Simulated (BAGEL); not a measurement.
# CH3NSSi (Si(NCS)H3) at HF/3-21G (density fitting with qzvpp-jkfit)

Aim: the vertical ionisation energy of CH3NSSi (Si(NCS)H3) at HF/3-21G (density fitting with qzvpp-jkfit), from 2 runs. 

The calculation is run with BAGEL 1.2.2.

7 further runs of the same task are left out: 5 that didn't finish, 2 set aside as unsound or not needed.

## 1. The structure to begin with

CH3NSSi has 7 atoms, charge 0, and is taken as a singlet. SMILES: `[H][Si]([H])([H])N=C=S`. Geometry: relaxed at GFN2-xTB.

Bond lengths: Si1–N2 1.717 Å, N2–C3 1.188 Å, C3–S4 1.552 Å, Si1–H5 1.459 Å, Si1–H6 1.459 Å, Si1–H7 1.460 Å. Angles: Si1–N2–C3 177.6°, N2–C3–S4 179.6°, N2–Si1–H5 105.9°, N2–Si1–H6 105.4°, N2–Si1–H7 106.0°, H5–Si1–H6 113.0°, H5–Si1–H7 112.8°, H6–Si1–H7 112.9°.

## 2. A single-point energy at HF/3-21G (density fitting with qzvpp-jkfit)

input.json

```json
{ "bagel": [

{
  "title": "molecule",
  "basis": "3-21g",
  "df_basis": "qzvpp-jkfit",
  "angstrom": "true",
  "geometry": [
    { "atom": "Si", "xyz": [   -0.002120,   -0.002250,   -1.126530 ] },
    { "atom": "N", "xyz": [   -0.011450,    0.030840,    0.590010 ] },
    { "atom": "C", "xyz": [    0.002610,    0.008600,    1.777500 ] },
    { "atom": "S", "xyz": [    0.013190,   -0.011980,    3.329490 ] },
    { "atom": "H", "xyz": [    1.403140,   -0.007420,   -1.519630 ] },
    { "atom": "H", "xyz": [   -0.704610,    1.207660,   -1.541340 ] },
    { "atom": "H", "xyz": [   -0.700770,   -1.225460,   -1.509500 ] }
  ]
},
{ "title": "hf" },
{ "title": "print", "file": "orbitals.molden", "orbitals": "true" }

]}
```

Run with:

```console
$ BAGEL_NUM_THREADS=1 BAGEL input.json > input.out
```

What it wrote:

```text
* using 1 threads per process

  ===============================================================
  ===============================================================

  *** Geometry ***

  { "atom" : "Si", "xyz" : [     -0.004006,     -0.004252,     -2.128833 ] },
  { "atom" : "N", "xyz" : [     -0.021637,      0.058279,      1.114957 ] },
  { "atom" : "C", "xyz" : [      0.004932,      0.016252,      3.358988 ] },
  { "atom" : "S", "xyz" : [      0.024925,     -0.022639,      6.291824 ] },
  { "atom" : "H", "xyz" : [      2.651550,     -0.014022,     -2.871685 ] },
  { "atom" : "H", "xyz" : [     -1.331520,      2.282147,     -2.912710 ] },
  { "atom" : "H", "xyz" : [     -1.324263,     -2.315784,     -2.852542 ] },

  Number of auxiliary basis functions:      462

  Since a DF basis is specified, we compute 2- and 3-index integrals:
    o Being stored without compression. Storage requirement is 0.009 GB

  Number of basis functions:       50
  Number of electrons      :       46

    * METHOD: MOLECULE                             0.14

  *** RHF ***

  === Nuclear Repulsion ===
   173.1284137341

      * DIIS with orbital gradients will be used.

  === RHF iteration (3-21g) ===
      0       -776.43742744          0.01830712           0.04
      1       -776.48820964          0.01319781           0.03
      2       -776.51572857          0.00184402           0.04
      3       -776.51683523          0.00072062           0.03
      4       -776.51700327          0.00014241           0.03
      5       -776.51701169          0.00005052           0.03
      6       -776.51701301          0.00002000           0.03
      7       -776.51701320          0.00000287           0.04
      8       -776.51701321          0.00000095           0.04
      9       -776.51701321          0.00000044           0.03
     10       -776.51701321          0.00000012           0.03
     11       -776.51701321          0.00000003           0.03
     12       -776.51701321          0.00000002           0.03
     13       -776.51701321          0.00000001           0.03
    * SCF iteration converged.

    * Permanent dipole moment:
           (   -0.004783,     0.017459,     1.611401) a.u.

    * METHOD: HF                                   0.59

    * METHOD: PRINT                                0.00

  ===============================================================
```

Wall time 0.91 s (1 thread of Arm Neoverse V2, shared host).

## 3. The doublet cation, same level

calc.json

```json
{ "bagel": [

{
  "title": "molecule",
  "basis": "3-21g",
  "df_basis": "qzvpp-jkfit",
  "angstrom": true,
  "geometry": [
    { "atom": "Si", "xyz": [   -0.002120,   -0.002250,   -1.126530 ] },
    { "atom": "N", "xyz": [   -0.011450,    0.030840,    0.590010 ] },
    { "atom": "C", "xyz": [    0.002610,    0.008600,    1.777500 ] },
    { "atom": "S", "xyz": [    0.013190,   -0.011980,    3.329490 ] },
    { "atom": "H", "xyz": [    1.403140,   -0.007420,   -1.519630 ] },
    { "atom": "H", "xyz": [   -0.704610,    1.207660,   -1.541340 ] },
    { "atom": "H", "xyz": [   -0.700770,   -1.225460,   -1.509500 ] }
  ]
},
{ "title": "uhf", "charge": 1, "nopen": 1 },
{ "title": "print", "file": "orbitals.molden", "orbitals": true }

]}
```

Run with:

```console
$ BAGEL_NUM_THREADS=1 BAGEL calc.json > calc.out
```

What it wrote:

```text
* using 1 threads per process

  ===============================================================
  ===============================================================

  *** Geometry ***

  { "atom" : "Si", "xyz" : [     -0.004006,     -0.004252,     -2.128833 ] },
  { "atom" : "N", "xyz" : [     -0.021637,      0.058279,      1.114957 ] },
  { "atom" : "C", "xyz" : [      0.004932,      0.016252,      3.358988 ] },
  { "atom" : "S", "xyz" : [      0.024925,     -0.022639,      6.291824 ] },
  { "atom" : "H", "xyz" : [      2.651550,     -0.014022,     -2.871685 ] },
  { "atom" : "H", "xyz" : [     -1.331520,      2.282147,     -2.912710 ] },
  { "atom" : "H", "xyz" : [     -1.324263,     -2.315784,     -2.852542 ] },

  Number of auxiliary basis functions:      462

  Since a DF basis is specified, we compute 2- and 3-index integrals:
    o Being stored without compression. Storage requirement is 0.009 GB

  Number of basis functions:       50
  Number of electrons      :       46

    * METHOD: MOLECULE                             0.14

  *** Open-shell HF ***

  === Nuclear Repulsion ===
   173.1284137341

      * DIIS with orbital gradients will be used.

  === UHF iteration (3-21g) ===
      0       -776.08895080          0.03371242           0.07
      1       -776.16587914          0.02514705           0.07
      2       -776.18135613          0.02093314           0.07
      3       -776.20160330          0.00191468           0.07
      4       -776.20424607          0.00074117           0.07
      5       -776.20519884          0.00035277           0.07
      6       -776.20574361          0.00030348           0.07
      7       -776.20609299          0.00025709           0.07
      8       -776.20663887          0.00006717           0.07
      9       -776.20665125          0.00003973           0.07
     10       -776.20665432          0.00001845           0.07
     11       -776.20665821          0.00001399           0.07
     12       -776.20666248          0.00001086           0.07
     13       -776.20666532          0.00000752           0.07
     14       -776.20666677          0.00000324           0.07
     15       -776.20666669          0.00000230           0.07
     16       -776.20666681          0.00000048           0.07
     17       -776.20666681          0.00000027           0.07
     18       -776.20666681          0.00000019           0.07
     19       -776.20666681          0.00000005           0.07
     20       -776.20666681          0.00000003           0.07
     21       -776.20666681          0.00000002           0.07
     22       -776.20666681          0.00000002           0.07
     23       -776.20666681          0.00000002           0.07
     24       -776.20666681          0.00000002           0.07
     25       -776.20666681          0.00000002           0.07
     26       -776.20666681          0.00000002           0.07
     27       -776.20666681          0.00000002           0.07
     28       -776.20666681          0.00000002           0.07
     29       -776.20666681          0.00000002           0.07
     30       -776.20666681          0.00000002           0.07
     31       -776.20666681          0.00000002           0.07
     32       -776.20666681          0.00000002           0.07
     33       -776.20666681          0.00000002           0.07
     34       -776.20666681          0.00000002           0.07
     35       -776.20666681          0.00000002           0.07
     36       -776.20666681          0.00000002           0.07
     37       -776.20666681          0.00000001           0.07
     38       -776.20666681          0.00000001           0.07
     39       -776.20666681          0.00000001           0.07
     40       -776.20666681          0.00000001           0.07
     41       -776.20666681          0.00000001           0.07
     42       -776.20666681          0.00000001           0.07
     43       -776.20666681          0.00000001           0.07
    * SCF iteration converged.

    * S^2 (UHF) is 0.9215

    * Permanent dipole moment:
           (    0.004324,    -0.016681,    -0.162172) a.u.

    * METHOD: UHF                                  3.10

    * METHOD: PRINT                                0.00

  ===============================================================
```

Wall time 3.6 s (1 thread of Arm Neoverse V2, shared host).

## 4. Outcome

Level: HF/3-21G (density fitting with qzvpp-jkfit).

```
                                          quantity          value
                     singlet CH3NSSi: total energy  -776.51701 Eh
                    singlet CH3NSSi: dipole moment         4.10 D
                      singlet CH3NSSi: HOMO energy       -9.77 eV
                      singlet CH3NSSi: LUMO energy        3.60 eV
                    singlet CH3NSSi: HOMO–LUMO gap       13.37 eV
                      doublet cation: total energy  -776.20667 Eh
                              doublet cation: ⟨S²⟩          0.921
vertical ionisation energy (to the doublet cation)       8.445 eV
```

In words: Removing an electron at fixed nuclei costs 8.44 eV (815 kJ/mol). The negative HOMO energy of the first species, 9.77 eV, lies 1.33 eV above that difference. ⟨S²⟩ (doublet cation) is 0.92 where a pure doublet has 0.75: the reference is spin-contaminated.
